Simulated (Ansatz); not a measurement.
LaPd3, space group Pm-3m, a frozen displacement of one atom

Program: the Ansatz DFT code, driven from Python.

Notebook, run cell by cell (the value of a cell's last expression is shown):

In [1]:
```python
import ansatz as az
import numpy as np
```

In [2]:
```python
vectors = np.array([
    [4.228, 0.0, 0.0],
    [0.0, 4.228, 0.0],
    [0.0, 0.0, 4.228],
])
lapd3 = (
    az.Lattice.of(vectors)
    .atom("La", (0.0, 0.0, 0.0))
    .atom("Pd", (0.0, 0.5, 0.5))
    .atom("Pd", (0.5, 0.0, 0.5))
    .atom("Pd", (0.5, 0.5, 0.0))
)
```

In [3]:
```python
lapd3.resolved().sites[-1]
```
Out [3]:
```text
Site(symbol='Pd', position=(0.5, 0.5, 0.0), moment=None, axis=None, held=None, saved=None)
```

In [4]:
```python
inverse = np.linalg.inv(np.array(lapd3.lattice.vectors))
home = np.array(lapd3.sites[0].position)
values = np.linspace(-0.2, 0.2, 5)
energies, pulls = [], []
for shift in values:
    moved = lapd3.move(0, to=home + shift * inverse[0])
    calculation = (
        moved.calculation()
        .pseudopotentials("paw", azcp={"folder": "soft_1"})
        .basis(470)
        .occupations("fermi_dirac", width=0.1)
        .kpoints(density=3.1)  # the mesh must be finer for metals
        .functional("pbesol")
        .forces()
    )
    report = calculation.run().report
    energies.append(report["free_energy_ev"])
    pulls.append(report["forces_ev_ang"][0][0])
```
```text
DeckWarning: soft_1/La.paw.azcp: the record states the generating functional pbe (its physics header spells it `PBE`), which answers neither for hamiltonian.xc's functional nor for the pbesol family's — results may be inconsistent (PPs are generated against a specific XC)
DeckWarning: soft_1/Pd.paw.azcp: the record states the generating functional pbe (its physics header spells it `PBE`), which answers neither for hamiltonian.xc's functional nor for the pbesol family's — results may be inconsistent (PPs are generated against a specific XC)
```

In [5]:
```python
# the force is minus the slope of the free energy
print("shift (A)   dE (eV)   force along x (eV/A)")
for shift, e, f in zip(values, energies, pulls):
    print(f"{shift:8.3f} {e - energies[2]:10.5f} {f:12.4f}")
print(f"stiffness from energies {2 * np.polyfit(values, energies, 2)[0]:.3f}, from forces {-np.polyfit(values, pulls, 1)[0]:.3f} eV/A^2")
```
```text
shift (A)   dE (eV)   force along x (eV/A)
  -0.200    0.09938       1.0139
  -0.100    0.02447       0.4919
   0.000    0.00000      -0.0000
   0.100    0.02447      -0.4919
   0.200    0.09938      -1.0139
stiffness from energies 4.980, from forces 5.040 eV/A^2
```

The curvature of the energy gives 4.980 eV/Å² and the slope of the force 5.040 eV/Å², a positive curvature.

Notes:
- For a metal this k-point mesh is coarse: on a finer one energies can move by several to tens of meV an atom and pressures by half a GPa or more, differences at one mesh by less.
- In a metal a curvature from energy changes of a few meV or less hangs on mesh and smearing, in size and even in sign.
- The PAW files read here were made with PBE, not with each functional that runs on them.
- The structure is a deposited one; some such entries were measured under pressure or heat, so a shift against it needn't be the functional's error alone.
- Warnings are shown shortened and without file and line.
- All periodic images of the atom move with it, so the curvature is one diagonal element of the zone-centre force constants and no normal mode; a positive value doesn't exclude soft modes in which several atoms move.
- It ran for 24 s on 1 thread of Intel(R) Xeon(R) Processor @ 2.30GHz, with other jobs on the host, peak memory 0.56 GiB.
